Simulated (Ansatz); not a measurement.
# AlHF₄: Born-Oppenheimer dynamics

The task is to watch the atoms for 60 steps of 0.25 fs, started with velocities for 100 K and run at constant energy.

Program: Ansatz 0.2.0, Gaussian basis. Level of theory: PBE0-D4/def2-SVP. These are calculated values, not measurements.

## Step 1: Where the work starts

The start, a pair relaxed at PBE0-D4: SMILES `F.F[Al](F)F`, 6 atoms, charge 0, spin multiplicity 1.

Atoms are counted from 1 here; the program's logs count them from 0.

Bond lengths: F1–H2 0.938 Å, F1–Al4 1.977 Å, F3–Al4 1.637 Å, Al4–F5 1.660 Å, Al4–F6 1.637 Å. Angles: H2–F1–Al4 101.0°, F1–Al4–F3 102.0°, F1–Al4–F5 86.3°, F1–Al4–F6 102.0°, F3–Al4–F5 117.9°, F3–Al4–F6 119.8°, F5–Al4–F6 117.9°.

Coordinates:

```
F    -0.03723    0.29115   -1.36425
H     0.45372   -0.47250   -1.60007
F     0.67827    1.42958    1.11089
Al   -0.11967    0.09442    0.60091
F     0.75457   -1.30068    0.38995
F    -1.72976   -0.04187    0.86257
```

## Step 2: The run

The input, md/in.yaml:

```yaml
crystal:
  periodic: [false, false, false]
  atoms:
    - {symbol: F, position_ang: [-0.037230, 0.291149, -1.364250]}
    - {symbol: H, position_ang: [0.453716, -0.472500, -1.600074]}
    - {symbol: F, position_ang: [0.678271, 1.429580, 1.110892]}
    - {symbol: Al, position_ang: [-0.119668, 0.094418, 0.600909]}
    - {symbol: F, position_ang: [0.754573, -1.300678, 0.389951]}
    - {symbol: F, position_ang: [-1.729763, -0.041869, 0.862572]}
basis:
  gaussian: {orbitals: def2-SVP}
hamiltonian: {xc: pbe0, dispersion: d4}
md: {n_steps: 60, timestep: 0.25, temperature: 100, ensemble: nve, seed: 470, initial_velocities: maxwell_boltzmann}
```

On the command line:

```console
> ansatz run in.yaml --threads 4 --pin off --events-out ev --progress --plain --max-ram 9574MiB
```

Before running it: what results should come out? Wanted: temperature at the start; mean temperature, second half; lowest and highest potential energy, from the first frame; largest change of potential + kinetic.

As calculated:

```
                                                 quantity              value
                                                   length  60 steps, 15.0 fs
                                 temperature at the start              100 K
                            mean temperature, second half               60 K
lowest and highest potential energy, from the first frame      -1 and 26 meV
                    largest change of potential + kinetic            0.0 meV
```

What this shows: With no thermostat the total energy should stay fixed; it holds within 0.0 meV, small beside the kinetic energy, so the time step serves. The instant temperature ranges from 49 to 102 K, as energy passes between motion and strain. The bonding pattern stays as it was.
